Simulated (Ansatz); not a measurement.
# AlFH₃OSi radical: basis-set convergence

How large a basis does AlFH₃OSi radical need? Two functionals and correlated methods are run in growing sets.

Method: one geometry, several basis sets; program: Ansatz 0.2.0, Gaussian basis.

The runs, in order: PBE0-D4/def2-SVP; ωB97M-V/def2-SVP; PBE0-D4/def2-QZVPP; ωB97M-V/def2-QZVPP; CCSD(T)/cc-pV(D+d)Z; CCSD(T)/cc-pV(T+d)Z; MP2/cc-pV(Q+d)Z; the functionals' def2-TZVPP values are taken from earlier runs.

1 further run of the same task is left out (it didn't finish).

### Step 1. Structure used throughout

An earlier PBE0-D4 in a triple-zeta def2 set relaxation fixed the geometry.

SMILES `[F][Al][O][SiH3]`, 7 atoms, charge 0, spin multiplicity 2.

Atoms are counted from 1 here; the program's logs count them from 0.

Bond lengths: F1–Al2 1.651 Å, Al2–O3 1.676 Å, O3–Si4 1.630 Å, Si4–H5 1.487 Å, Si4–H6 1.486 Å, Si4–H7 1.486 Å. Angles: F1–Al2–O3 120.1°, Al2–O3–Si4 175.4°, O3–Si4–H5 110.1°, O3–Si4–H6 109.7°, O3–Si4–H7 109.9°, H5–Si4–H6 108.9°, H5–Si4–H7 109.0°, H6–Si4–H7 109.2°.

### Step 2. PBE0-D4 in def2-SVP

in.yaml

```yaml
crystal:
  periodic: [false, false, false]
  atoms:
    - {symbol: F, position_ang: [0.517817, -2.976024, 1.402842]}
    - {symbol: Al, position_ang: [-0.540554, -2.112020, 0.475728]}
    - {symbol: O, position_ang: [-0.204650, -0.519245, 0.077866]}
    - {symbol: Si, position_ang: [0.020510, 1.024909, -0.391391]}
    - {symbol: H, position_ang: [-0.686661, 1.276249, -1.674842]}
    - {symbol: H, position_ang: [-0.515380, 1.947202, 0.643295]}
    - {symbol: H, position_ang: [1.470218, 1.290830, -0.579099]}
basis:
  gaussian: {orbitals: def2-SVP}
magnetization: {spin_polarized: true, initial_magnetization: 1}
hamiltonian: {xc: pbe0, dispersion: d4}
output: {orbitals: {seedname: orbitals}}
```

On the command line:

```
$ ansatz run in.yaml --threads 2 --pin off --events-out ev --progress --plain --max-ram 32768MiB --backend cpu
```

The runs that follow: ωB97M-V in def2-SVP; PBE0-D4 in def2-QZVPP; ωB97M-V in def2-QZVPP; CCSD(T) in cc-pV(D+d)Z; CCSD(T) in cc-pV(T+d)Z; MP2 in cc-pV(Q+d)Z.

Before running them: what should the planned runs give, taken together? Wanted: MP2 correlation recovered, cc-pV(D+d)Z; MP2 correlation recovered, cc-pV(T+d)Z; MP2 correlation recovered, cc-pV(Q+d)Z; CCSD(T) limit from def2 sets; PBE0-D4: double and triple zeta above quadruple; ωB97M-V: double and triple zeta above quadruple.

The runs gave:

```
                                                                 quantity           value
                                   MP2 correlation recovered, cc-pV(D+d)Z          67.3 %
                                   MP2 correlation recovered, cc-pV(T+d)Z          87.4 %
                                   MP2 correlation recovered, cc-pV(Q+d)Z          94.8 %
CCSD(T) limit from def2 sets (earlier runs) less the limit of this series          77 meV
                          PBE0-D4: double and triple zeta above quadruple  12.17, 0.79 eV
                          ωB97M-V: double and triple zeta above quadruple  12.23, 0.74 eV
```

**Reading.** PBE0-D4 gains 11.38 eV from double to triple zeta, then 0.79 eV more. In cc-pV(D+d)Z MP2 holds 67 % of its limit, in cc-pV(Q+d)Z 95 %, while Hartree-Fock is within 0.201 eV in the largest set. A limit from the def2 sets, made apart, differs by 77 meV, a least measure of the doubt on such a limit. These are total energies; as a rule much of such shifts cancels in differences, which this series doesn't test.
